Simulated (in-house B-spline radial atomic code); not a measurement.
# Cd⁶⁺: ionisation energy by several methods

One table from this session's results is given with a row withheld; the runs are named, their logs left out.

Program: in-house B-spline radial atomic code version 1. Level of theory: non-relativistic, several functionals, spin-polarised; spherical all-electron atom at the radial basis limit. These are calculated values, not measurements, unless marked.

**Starting point**

| Item | Value |
| --- | --- |
| element | cadmium (Z = 48) |
| charge | +6 |
| electrons | 42 |
| configuration | [Kr] 4d6 |
| nucleus | point |

The outer shells:

[Kr] 4d6
```
[Kr] core
4d [↑↓][↑ ][↑ ][↑ ][↑ ]
```

Where spins are not typed, each open shell is filled with up spins first.

Set-up of the first run:

Settings, as recorded:

```ini
Z = 48
electrons = 42.0
configuration = [Kr] 4d6
hamiltonian = nr
method = r2scan
spin_polarised = True
```

Among the steps run: r2SCAN; AM05; PW91; TPSS; OLYP; exchange-only LDA.

One of the session's tables, all rows but one given; the rest of the session is left out.

```
           method  ΔSCF (eV)
exchange-only LDA     105.30
             AM05     107.34
             PW91     107.36
             OLYP     107.56
           r2SCAN     106.38
             TPSS          ?
```

Estimate the missing values for TPSS.

As computed: ΔSCF (eV): 107.01. In the column «ΔSCF (eV)» it lies between r2SCAN (106.38) and AM05 (107.34).

To keep in mind: These runs leave out relativity, which matters at this nuclear charge.
